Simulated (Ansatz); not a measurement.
**MP2/aug-cc-pVDZ run of GeCl2 (SMILES Cl[Ge]Cl)**

Aim: the electronic atomisation energy of GeCl2 at MP2/aug-cc-pVDZ, from 3 runs. 

The calculation is run with Ansatz 0.2.0.

36 further runs of the same task are left out: 36 set aside as unsound or not needed.

## (1) Starting point

The species is GeCl2 (3 atoms), meant as a singlet with charge 0. SMILES: `Cl[Ge]Cl`. The shape is that of a PBE0-D4/def2-TZVP optimisation.

Bond lengths: Cl1–Ge2 2.182 Å, Ge2–Cl3 2.182 Å. Angles: Cl1–Ge2–Cl3 100.0°.

## (2) The energy at MP2/aug-cc-pVDZ

File job.yaml:

```yaml
crystal:
  periodic: [false, false, false]
  atoms:
    - {symbol: Cl, position_ang: [-0.065420, -1.681680, 0.422740]}
    - {symbol: Ge, position_ang: [-0.421210, 0.067170, -0.832020]}
    - {symbol: Cl, position_ang: [0.486630, 1.614500, 0.409270]}
basis:
  gaussian: {orbitals: aug-cc-pVDZ}
correlation: {method: mp2, frozen_orbitals: {Cl: 5, Ge: 9}}
accuracy: high
```

Run with:

```
ansatz run job.yaml --threads 1 --pin off --max-ram 3480MiB --events-out events.jsonl --progress --plain --runs-dir runs
```

The log of the run:

```text
Warning: RAYON_NUM_THREADS=1 ignored (pool sized by the plan → 1); use --threads N
Functional definition: HF
  name "HF"
  exchange = exact_x
  correlation = 0
1751 factors; integrals over basis functions are off by at most 4.4e-9 eV
mean field evaluation 1: about -81481.5089 eV, gradient 1.7e1 eV
mean field evaluation 2: about -81481.6678 eV, gradient 1.8e1 eV
mean field evaluation 4: about -81482.8217 eV, gradient 1.3e0 eV
mean field evaluation 8: about -81482.8495 eV, gradient 1.2e-4 eV
mean field evaluation 16: about -81482.8495 eV, gradient 1.3e-8 eV
mean field -81482.84949067 eV, -2994.4394877229 hartree, gradient 1.3e-8 eV, S^2 0.000000; 0 other end points of the search recorded, 0 dependent functions left out
19 core orbitals not correlated: weight in the atoms' cores, before any rotation towards them, 1.000 or more for the frozen orbitals, at most 0.000 for the correlated occupied ones
reference -81482.84949067 eV, -2994.4394877229 hartree; 14, 14 occupied and 57, 57 virtual orbitals, 1751 factors
second order -10.52809152 eV of doubles, -0.00000000 eV of singles
Total energy: -81493.37758219 eV, -2994.8263879501 hartree
```

Run time: 4.2 s. Hardware: 1 thread of Arm Neoverse V2, shared host; peak memory 0.27 GiB.

## (3) The Cl atom, same level

File run.yaml:

```yaml
crystal:
  periodic: [false, false, false]
  atoms:
    - {symbol: Cl, position_ang: [0.000000, 0.000000, 0.000000]}
basis:
  gaussian: {orbitals: aug-cc-pVDZ}
magnetization: {spin_polarized: true, initial_magnetization: 1}
correlation: {method: mp2, frozen_orbitals: {Cl: 5}}
accuracy: high
```

Run the same way, it converges to -459.59215 Eh (log not shown).

## (4) The Ge atom

File run.yaml:

```yaml
crystal:
  periodic: [false, false, false]
  atoms:
    - symbol: Ge
      position_ang: [0.000000, 0.000000, 0.000000]
basis:
  gaussian: {orbitals: aug-cc-pVDZ}
accuracy: high
magnetization: {spin_polarized: true, initial_magnetization: 2}
correlation: {method: mp2, frozen_orbitals: {Ge: 9}}
total_charge: 0
```

Run the same way, it converges to -2075.35119 Eh (log not shown).

## (5) Summary of results

At MP2/aug-cc-pVDZ, 19 core orbitals frozen:

```
                                              quantity           value
                                molecule: total energy  -2994.82639 Eh
molecule: correlation energy (19 core orbitals frozen)      -386.9 mEh
                                 Cl atom: total energy   -459.59215 Eh
  Cl atom: correlation energy (5 core orbitals frozen)      -119.4 mEh
            Cl atom: ⟨S²⟩ of the reference determinant           0.757
                                 Ge atom: total energy  -2075.35119 Eh
  Ge atom: correlation energy (9 core orbitals frozen)       -58.4 mEh
            Ge atom: ⟨S²⟩ of the reference determinant           2.011
                         electronic atomisation energy        7.916 eV
```

In words: Taking the molecule apart into free atoms costs 7.92 eV (183 kcal/mol), before zero-point energy and without spin-orbit coupling.
